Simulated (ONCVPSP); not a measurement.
**Pseudopotential generation for iron: ONCV, PBE**

Task: generate the file, and judge it by its errors in other configurations, its logarithmic derivatives, its ghosts and its cutoff.

Program: ONCVPSP 4.0.1. Reference atom: PBE, scalar-relativistic, spherical and spin-unpolarised. All values are calculated.

## (1) Settings

The settings as typed:

* element: iron (Fe, Z = 26)
* type: optimised norm-conserving Vanderbilt (ONCV)
* frozen core: [Ne]
* valence charge: 16
* reference configuration: 3s2 3p6 3d6 4s2
* partial waves: 3s+4s: rc 1.50 bohr, ncon 5, nbas 8, qcut 9 1/bohr, 2 projectors; 3p: rc 1.25 bohr, ncon 3, nbas 6, qcut 12.9 1/bohr, 2 projectors, debl 1.4 Ha; 3d: rc 1.35 bohr, ncon 5, nbas 10, qcut 12.5 1/bohr, 2 projectors, debl 2.5 Ha; f scattering state at 0.3 Ha: rc 1.25 bohr, ncon 3, nbas 8, qcut 7.9 1/bohr, 2 projectors, debl 2.8 Ha
* local potential: polynomial inside 1.20 bohr (lpopt 5, dvloc0 3 Ha)
* core correction: not asked for

The nodes and maxima of the atom's own shells, from an earlier all-electron run, set the scale for the radii.

All-electron outer shells of the reference configuration (PBE, scalar-relativistic, ld1.x):

| shell | level (eV) | outermost node (bohr) | outermost maximum (bohr) |
| --- | --- | --- | --- |
| 2p | -698.45 | – | 0.18 |
| 3s | -94.02 | 0.33 | 0.70 |
| 3p | -60.04 | 0.30 | 0.72 |
| 3d | -7.50 | – | 0.71 |
| 4s | -5.29 | 1.00 | 2.41 |
| 4p | -1.33 | 1.10 | 3.33 |

## (2) Generation

File Fe.dat:

```
# ATOM AND REFERENCE CONFIGURATION
# atsym  z   nc   nv     iexc    psfile
  Fe 26.00    3    4        4      upf
#
#   n    l    f
    1    0    2.00
    2    0    2.00
    2    1    6.00
    3    0    2.00
    3    1    6.00
    3    2    6.00
    4    0    2.00
#
# PSEUDOPOTENTIAL AND OPTIMIZATION
# lmax
    3
#
#   l,   rc,      ep,       ncon, nbas, qcut
    0    1.50    0.00    5    8    9.00
    1    1.25    0.00    3    6   12.90
    2    1.35    0.00    5   10   12.50
    3    1.25    0.30    3    8    7.90
#
# LOCAL POTENTIAL
# lloc, lpopt,  rc(5),   dvloc0
    4    5    1.20    3.00
#
# VANDERBILT-KLEINMAN-BYLANDER PROJECTORs
# l, nproj, debl
    0    2    1.70
    1    2    1.40
    2    2    2.50
    3    2    2.80
#
# MODEL CORE CHARGE
# icmod, fcfact, rcfact
    0    0.00    0.00
#
# LOG DERIVATIVE ANALYSIS
# epsh1, epsh2, depsh
   -5.00    5.00    0.04
#
# OUTPUT GRID
# rlmax, drl
    6.00    0.01
#
# TEST CONFIGURATIONS
# ncnf
    4
# nvcnf
#   n    l    f
    4
    3    0    2.00
    3    1    6.00
    3    2    6.00
    4    0    1.00
#
    4
    3    0    2.00
    3    1    6.00
    3    2    6.00
    4    0    0.00
#
    4
    3    0    2.00
    3    1    6.00
    3    2    5.00
    4    0    0.00
#
    4
    3    0    2.00
    3    1    6.00
    3    2    6.00
    4    0    1.50
#
```

Command:

```bash
$ oncvpsp.x < Fe.dat > Fe.out
```

What does the calculation give? Wanted: cutoffs for 1 and 0.1 mHa per electron, occupied waves; bound ghosts; GHOST(+) flags; largest test error; largest phase difference near zero energy, channels read; projector energies reset by the program.

**Answer**, as computed:

| quantity | value |
| --- | --- |
| cutoffs for 1 and 0.1 mHa per electron, occupied waves | 60 Ha and 67 Ha |
| bound ghosts | none found |
| GHOST(+) flags | none at low energy |
| largest test error (AE − PS) | +1.7 meV, for 3s2 3p6 3d6 4s0 |
| largest phase difference near zero energy, channels read | 0.000 rad |
| projector energies reset by the program | p: -2.207, 0.250 Ha |

In words: By total energies transferability is very good: the largest error is 1.7 meV on 24.9 eV, for 3s2 3p6 3d6 4s0. By its cutoff, 60 Ha for the looser tolerance, it is hard. At the looser tolerance the 3d wave is the slowest; 3p needs 34 Ha. No bound ghost shows below the valence levels. Near zero energy the phases of the channels with partial waves agree within 0.001 rad.
